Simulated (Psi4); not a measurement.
# One shape, several levels: quartet SnH2F

We compute a comparison of 4 runs (U-wB97X/def2-TZVPP, UBHLYP/def2-TZVPP, UCAM-B3LYP/def2-TZVPP, UOMP2/def2-TZVPP) of quartet SnH2F. 

The results are computed with Psi4 1.11.

1 further run of the same task is left out (set aside as unsound or not needed).

### 1 The structure to begin with

The species is SnH2F (4 atoms), meant as a quartet with charge 0. SMILES of the parent species: `[F][SnH2]`. Geometry: relaxed at PBE0-D4/def2-TZVP. That shape belongs to the parent species and isn't relaxed for this state.

Bond lengths: F1–Sn2 1.932 Å, Sn2–H3 1.726 Å, Sn2–H4 1.726 Å. Angles: F1–Sn2–H3 103.3°, F1–Sn2–H4 103.3°, H3–Sn2–H4 113.3°.

### 2 A single-point energy at U-wB97X/def2-TZVPP (core potential) (run 1)

Input file calc.py:

```python
import psi4

psi4.set_memory('2200 MB')
psi4.set_num_threads(1)
psi4.set_output_file('run.log', False)

m = psi4.geometry("""
0 4
F
Sn 1 1.9318
H 2 1.726384 1 103.33191
H 2 1.726338 3 113.26008 1 111.0924
symmetry c1
""")

options = {'basis': 'def2-TZVPP', 'reference': 'uks', 'puream': True, 'e_convergence': 1e-09, 'd_convergence': 1e-08, 'scf_type': 'pk', 'dft_radial_points': 99, 'dft_spherical_points': 590, 'maxiter': 100}
psi4.set_options(options)

result, w = psi4.energy('wb97x', return_wfn=True)
psi4.oeprop(w, 'LOWDIN_CHARGES', 'MAYER_INDICES', 'WIBERG_LOWDIN_INDICES')
print(f'wb97x energy: {result:.10f} Eh')
```

Command:

```bash
$ python calc.py
```

run.log:

```text
[...]
    !!!  WARNING: ECP capability is in beta. Please check occupations closely.  !!!
[...]
  Running in c1 symmetry.
[...]
  Nuclear repulsion =   71.224956276788845
[...]
  Multiplicity = 4
[...]
  Nalpha       = 18
  Nbeta        = 15
[...]
    Number of basis functions: 109
[...]
 WARNING: Atomic UHF is not converging! Try casting from a smaller basis or call Rob at CCMST.
   -------------------------
[...]
   @UKS iter   1:  -314.93128977299273   -1.36315e+00   6.61019e-03 ADIIS/DIIS
[...]
   @UKS iter  22:  -315.13539437052475   -2.72280e-11   5.82782e-09 DIIS
[...]
   @S^2 Observed:                3.767297332E+00
[...]
  @UKS Final Energy:  -315.13539437052475
   => Energetics <=
    Nuclear Repulsion Energy =             71.2249562767888449
    One-Electron Energy =                -658.4967857313813511
    Two-Electron Energy =                 292.5560848567438939
    DFT Exchange-Correlation Energy =     -20.4196497726761272
    Empirical Dispersion Energy =           0.0000000000000000
    VV10 Nonlocal Energy =                  0.0000000000000000
    Total Energy =                       -315.1353943705247502
[...]
 Multipole Moments:
 ------------------------------------------------------------------------------------
     Multipole            Electronic (a.u.)      Nuclear  (a.u.)        Total (a.u.)
 ------------------------------------------------------------------------------------
 L = 1.  Multiply by 2.5417464519 to convert [e a0] to [Debye]
 Dipole X            :          1.7801152           -2.1363690           -0.3562538
 Dipole Y            :          1.0643936           -1.2775181           -0.2131245
 Dipole Z            :         16.1584239          -15.4638787            0.6945451
 Magnitude           :                                                    0.8091550
[...]
```

On the terminal:

```text
wb97x energy: -315.1353943705 Eh
```

Wall time 26 s (1 thread of Intel Xeon 6975P-C (Granite Rapids), shared host); peak memory 0.91 GiB.

### 3 The energy at UBHLYP/def2-TZVPP (core potential) (run 2)

Input file calc.dat:

```
memory 2200 MB

molecule {
  0 4
  F     -1.552600    -0.190000     0.640700
  Sn     0.028300    -0.242200    -0.468300
  H      1.184100    -1.054400     0.524100
  H      0.395700     1.426200    -0.716700
  symmetry c1
  no_reorient
  no_com
}

set basis def2-TZVPP
set reference uks
set puream true
set e_convergence 1e-09
set d_convergence 1e-08
set scf_type pk
set dft_radial_points 99
set dft_spherical_points 590
set maxiter 100

e_tot, wfn = energy("bhhlyp", return_wfn=True)
oeprop(wfn, "MAYER_INDICES", "WIBERG_LOWDIN_INDICES", "MULLIKEN_CHARGES", title="BHHLYP")
print_variables()
```

Command:

```bash
$ psi4 calc.dat calc.out -n 1
```

calc.out:

```text
[...]
    !!!  WARNING: ECP capability is in beta. Please check occupations closely.  !!!
[...]
  Running in c1 symmetry.
[...]
  Nuclear repulsion =   71.224961374238049
[...]
  Multiplicity = 4
[...]
  Nalpha       = 18
  Nbeta        = 15
[...]
    Number of basis functions: 109
[...]
 WARNING: Atomic UHF is not converging! Try casting from a smaller basis or call Rob at CCMST.
   -------------------------
[...]
   @UKS iter   1:  -314.81209979870840   -1.22684e+00   6.56548e-03 ADIIS/DIIS
[...]
   @UKS iter  21:  -315.01934488716176   -5.74119e-12   3.24773e-09 DIIS
[...]
   @S^2 Observed:                3.771907114E+00
[...]
  @UKS Final Energy:  -315.01934488716176
   => Energetics <=
    Nuclear Repulsion Energy =             71.2249613742380490
    One-Electron Energy =                -658.6053390054490819
    Two-Electron Energy =                 287.5634806807329369
    DFT Exchange-Correlation Energy =     -15.2024479366837397
    Empirical Dispersion Energy =           0.0000000000000000
    VV10 Nonlocal Energy =                  0.0000000000000000
    Total Energy =                       -315.0193448871617647
[...]
 Multipole Moments:
 ------------------------------------------------------------------------------------
     Multipole            Electronic (a.u.)      Nuclear  (a.u.)        Total (a.u.)
 ------------------------------------------------------------------------------------
 L = 1.  Multiply by 2.5417464519 to convert [e a0] to [Debye]
 Dipole X            :         23.1817163          -22.2439662            0.9377500
 Dipole Y            :         12.7986271          -12.5980482            0.2005789
 Dipole Z            :          8.7416672           -8.9363259           -0.1946587
 Magnitude           :                                                    0.9785188
[...]
```

Run time: 20 s. Hardware: 1 thread of Intel Xeon 6975P-C (Granite Rapids), shared host; peak memory 0.76 GiB.

Run 3 isn't shown in full; the table further down has it.

### 4 A single-point energy at UOMP2/def2-TZVPP (core potential, density fitting for correlation) (run 4)

Input file fh2sn.json:

```json
{
 "schema_name": "qcschema_input",
 "schema_version": 1,
 "molecule": {
  "schema_name": "qcschema_molecule",
  "schema_version": 2,
  "symbols": ["F", "Sn", "H", "H"],
  "geometry": [-2.93398878, -0.35904796, 1.21074753, 0.05347925, -0.45769167, -0.88495874, 2.2376247, -1.99252723, 0.99040546, 0.74776463, 2.6951274, -1.35436671],
  "molecular_charge": 0,
  "molecular_multiplicity": 4,
  "fix_symmetry": "c1"
 },
 "driver": "energy",
 "model": {
  "method": "omp2",
  "basis": "def2-TZVPP"
 },
 "keywords": {
  "reference": "uhf",
  "puream": true,
  "e_convergence": 1e-09,
  "d_convergence": 1e-08,
  "scf_type": "pk",
  "num_frozen_docc": 5,
  "maxiter": 100
 }
}
```

Command:

```bash
$ psi4 --qcschema fh2sn.json -n 1 --memory 2200MB
```

stdout:

```text
[...]
  Running in c1 symmetry.
[...]
  Nuclear repulsion =   71.224961432234309
[...]
  Multiplicity = 4
[...]
  Nalpha       = 18
  Nbeta        = 15
[...]
    Number of basis functions: 109
[...]
   @UHF iter   1:  -313.60698357290005   -1.61244e+00   5.22994e-03 ADIIS/DIIS
[...]
   @UHF iter  25:  -313.75097661835235   -4.32578e-11   8.57184e-09 DIIS
[...]
   @S^2 Observed:                3.803025522E+00
[...]
  @UHF Final Energy:  -313.75097661835235
   => Energetics <=
    Nuclear Repulsion Energy =             71.2249614322343092
    One-Electron Energy =                -658.4538425316509347
    Two-Electron Energy =                 273.4779044810642858
    Total Energy =                       -313.7509766183523539
  UHF NO Occupations:
  HONO-2 :   16  A 1.0000000
  HONO-1 :   17  A 1.0000000
[...]
 Multipole Moments:
 ------------------------------------------------------------------------------------
     Multipole            Electronic (a.u.)      Nuclear  (a.u.)        Total (a.u.)
 ------------------------------------------------------------------------------------
 L = 1.  Multiply by 2.5417464519 to convert [e a0] to [Debye]
 Dipole X            :         12.4564542          -11.3966557            1.0597985
 Dipole Y            :         -1.4292696            1.6850365            0.2557669
 Dipole Z            :        -10.7725570           10.6115280           -0.1610290
 Magnitude           :                                                    1.1020526
[...]
	DF-SCS-MP2 Total Energy (a.u.)     :  -314.27205838474845
	DF-SOS-MP2 Total Energy (a.u.)     :  -314.25213104596088
[...]
	DF-SCS-OMP2 Total Energy (a.u.)    :  -314.28858899582184
	DF-SOS-OMP2 Total Energy (a.u.)    :  -314.22347983833004
	DF-SCS(N)-OMP2 Total Energy (a.u.) :  -314.06627657197680
[...]
	DF-OMP2 Total Energy (a.u.)        :  -314.33531070785881
[...]
```

The result, in JSON:

```text
{
 "driver": "energy",
 "model": {
  "method": "omp2",
  "basis": "def2-TZVPP"
 },
 "success": true,
 "return_result": -314.3353107078588,
 "properties": {
  "calcinfo_nbasis": 109,
  "calcinfo_nmo": 109,
  "calcinfo_nalpha": 18,
  "calcinfo_nbeta": 15,
  "calcinfo_natom": 4,
  "nuclear_repulsion_energy": 71.22496143223431,
  "return_energy": -314.3353107078588,
  "scf_one_electron_energy": -658.4538425316509,
  "scf_two_electron_energy": 273.4779044810643,
  "scf_dipole_moment": [1.0597984944356291, 0.25576688331028996, -0.1610289834842007],
  "scf_total_energy": -313.75097661835235,
  "scf_iterations": 25,
  "mp2_same_spin_correlation_energy": -0.17543303811848812,
  "mp2_opposite_spin_correlation_energy": -0.38550340585269294,
  "mp2_singles_energy": 0.0,
  "mp2_doubles_energy": -0.560936443971181,
  "mp2_correlation_energy": -0.5609364439711726,
  "mp2_total_energy": -314.3119130623235
 }
}
```

Wall time 69 s (1 thread of Intel Xeon 6975P-C (Granite Rapids), shared host); peak memory 0.47 GiB.

### 5 The series

| run | level | frozen core orbitals | integration grid | energy (Eh) | dipole moment (D) | HOMO energy (eV) | ⟨S²⟩ | wall time |
| --- | --- | --- | --- | --- | --- | --- | --- | --- |
| 1 | U-wB97X/def2-TZVPP (core potential) | 0 | 99 radial × 590 angular | -315.135394 | 2.06 | -4.80 | 3.767 | 26 s |
| 2 | UBHLYP/def2-TZVPP (core potential) | 0 | 99 radial × 590 angular | -315.019345 | 2.49 | -3.68 | 3.772 | 20 s |
| 3 | UCAM-B3LYP/def2-TZVPP (core potential) | 0 | 99 radial × 590 angular | -315.094842 | 2.14 | -4.09 | 3.767 | 25 s |
| 4 | UOMP2/def2-TZVPP (core potential, density fitting for correlation) | 5 | – | -314.335311 | – | -4.90 | 3.803 | 69 s |

### 6 Summary of results

| quantity | value |
| --- | --- |
| run 4: total energy | -314.33531 Eh |
| run 4: HOMO energy (Hartree–Fock orbitals) (highest over α and β) | -4.90 eV |
| run 4: LUMO energy (Hartree–Fock orbitals) (lowest over α and β) | -3.88 eV |
| run 4: correlation energy (5 core orbitals frozen) | -584.3 mEh |
| run 4: ⟨S²⟩ of the reference determinant | 3.803 |

**Reading.** Over runs 1, 2, 3 the dipole moment (its size) runs from 2.06 D (U-wB97X/def2-TZVPP) to 2.49 D (UBHLYP/def2-TZVPP). Totals of different functionals can't be ranked against each other. All runs together took 2.3 min, the longest 69 s.
